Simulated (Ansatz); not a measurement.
# BSiGeH (triplet): from Hartree-Fock to the top rungs, cc-pVDZ

Aim: climb from Hartree-Fock through coupled cluster and multireference methods for BSiGeH (triplet) at one geometry and basis, and see what each rung misses.

The runs use Ansatz 0.2.0, Gaussian basis; cc-pVDZ, core rule «outside noble gas», up to 20 orbitals frozen.

The runs, in order: UHF; CCSD(T) on ROHF; CCSD(T) on UHF; BCCD(T) on ROHF; CISD; CCSDT(Q) on ROHF; CCSDT(Q) on UHF; CASSCF and NEVPT2, 10 electrons in 10 orbitals.

21 further runs of the same task are left out: 9 that didn't finish, 12 set aside as unsound or not needed.

## 1. The system

The geometry is a PBE0/def2-TZVP stationary point (not a proven minimum). No spin-orbit coupling is included. The filled d shell of Ge may be among the frozen orbitals whatever the setting's name suggests; the logs give the count.

4 atoms, charge 0, spin multiplicity 3.

Atoms are counted from 1 here; the program's logs count them from 0.

Bond lengths: B1–Si2 1.918 Å, B1–Ge3 2.013 Å, Si2–Ge3 2.529 Å, Si2–H4 1.633 Å, Ge3–H4 1.770 Å. Angles: Si2–B1–Ge3 80.1°, B1–Si2–Ge3 51.6°, B1–Si2–H4 95.7°, Ge3–Si2–H4 44.1°, B1–Ge3–Si2 48.3°, B1–Ge3–H4 88.3°, Si2–Ge3–H4 40.0°, Si2–H4–Ge3 95.9°.

## 2. UHF

File in.yaml:

```yaml
crystal:
  periodic: [false, false, false]
  atoms:
    - {symbol: B, position_ang: [0.000000, 1.332119, 0.648825]}
    - {symbol: Si, position_ang: [0.000000, -0.240648, 1.745819]}
    - {symbol: Ge, position_ang: [0.000000, -0.087114, -0.778595]}
    - {symbol: H, position_ang: [0.000000, -1.304472, 0.506468]}
basis:
  gaussian: {orbitals: cc-pVDZ}
magnetization: {spin_polarized: true, initial_magnetization: 2}
hamiltonian: {xc: hf}
output: {orbitals: {seedname: orbitals}}
```

Launch:

```console
> ansatz run in.yaml --threads 1 --pin off --events-out ev --progress --plain --max-ram 2393MiB
```

Further steps of the session: CCSD(T) on ROHF; CCSD(T) on UHF; BCCD(T) on ROHF; CISD; CCSDT(Q) on ROHF; CCSDT(Q) on UHF; CASSCF and NEVPT2, 10 electrons in 10 orbitals.

**Question.** What will the summary of the whole plan be? Wanted: UCCSDT(Q) below the RHF energy; RMP2 from UCCSDT(Q); UMP2 from UCCSDT(Q); RCCSD from UCCSDT(Q); RCCSD(T) from UCCSDT(Q); UCCSD(T) from UCCSDT(Q); RCCSDT(Q) from UCCSDT(Q); NEVPT2 frontier from UCCSDT(Q); T1 diagnostic.

As calculated:

| quantity | value |
| --- | --- |
| UCCSDT(Q) below the RHF energy | -7.8696 eV |
| RMP2 from UCCSDT(Q) | +1357.5 meV |
| UMP2 from UCCSDT(Q) | +1441.9 meV |
| RCCSD from UCCSDT(Q) | +550.3 meV |
| RCCSD(T) from UCCSDT(Q) | +90.2 meV |
| UCCSD(T) from UCCSDT(Q) | +94.0 meV |
| RCCSDT(Q) from UCCSDT(Q) | +3.6 meV |
| NEVPT2 frontier from UCCSDT(Q) | +1327.3 meV |
| levels within 1 kcal/mol (43 meV) | RCCSDT(Q) |
| T1 diagnostic | 0.035 |

**Reading.** RCCSD(T) lands +90.2 meV from the yardstick (1.1 % of the correlation energy). These misses are within one basis, not against nature; the frozen cores of restricted and unrestricted runs differ, which can shift their rows.
